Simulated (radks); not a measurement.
# Se in [Ar] 3d10 4s2 4p4: an all-electron calculation

An exercise on one series of results from a longer session: the logs are not shown, and one member is left open.

Program: radks (a radial shooting solver on a logarithmic mesh, Libxc functionals) version 1. Level of theory: Dirac Kohn-Sham, exchange-only PBE, spin-unpolarised, spherical densities, point nucleus; open shells fill j = l - 1/2 first. These are calculated values, not measurements, unless marked.

## The system

```
element       : selenium (Z = 34)
charge        : 0
electrons     : 34
configuration : [Ar] 3d10 4s2 4p4
```

The first run:

Input:

```text
Z 34
configuration [Ar] 3d10 4s2 4p4 5s0 4d0 5p0 4f0
relativity Dirac
functional pbe,
spin unpolarised
j_filling energy
nucleus point
c 137.035999084
```

One table of the session follows, with a row left open; its other results are not shown here.

It belongs to the step «Shells». Sizes of the orbitals, from the radial functions (bohr):

| level | <r> | outermost maximum (interpolated) | 90 % within | nodes |
| --- | --- | --- | --- | --- |
| 1s1/2 | 0.04408 | 0.0288 | 0.0788 | 0 |
| 2s1/2 | 0.1957 | 0.165 | 0.303 | 1 |
| 2p1/2 | 0.1685 | 0.130 | 0.276 | 0 |
| 2p3/2 | 0.1723 | 0.133 | 0.281 | 0 |
| 3s1/2 | 0.5741 | 0.502 | 0.856 | 2 |
| 3p1/2 | 0.5826 | 0.495 | 0.892 | 1 |
| 3p3/2 | 0.5932 | 0.503 | 0.908 | 1 |
| 3d3/2 | 0.6288 | 0.451 | 1.05 | 0 |
| 3d5/2 | 0.6332 | 0.454 | 1.05 | 0 |
| 4s1/2 | 1.797 | 1.51 | 2.70 | 3 |
| 4p1/2 | 2.311 | 1.79 | 3.63 | 2 |
| 4p3/2 | ? | ? | ? | ? |

**Question.** Estimate the row for 4p3/2.

**Answer.** <r>: 2.369; outermost maximum (interpolated): 1.82; 90 % within: 3.73; nodes: 2. In the column «<r>» it is the highest.

Caveats from the session: Spin polarisation and multiplet splitting are left out.
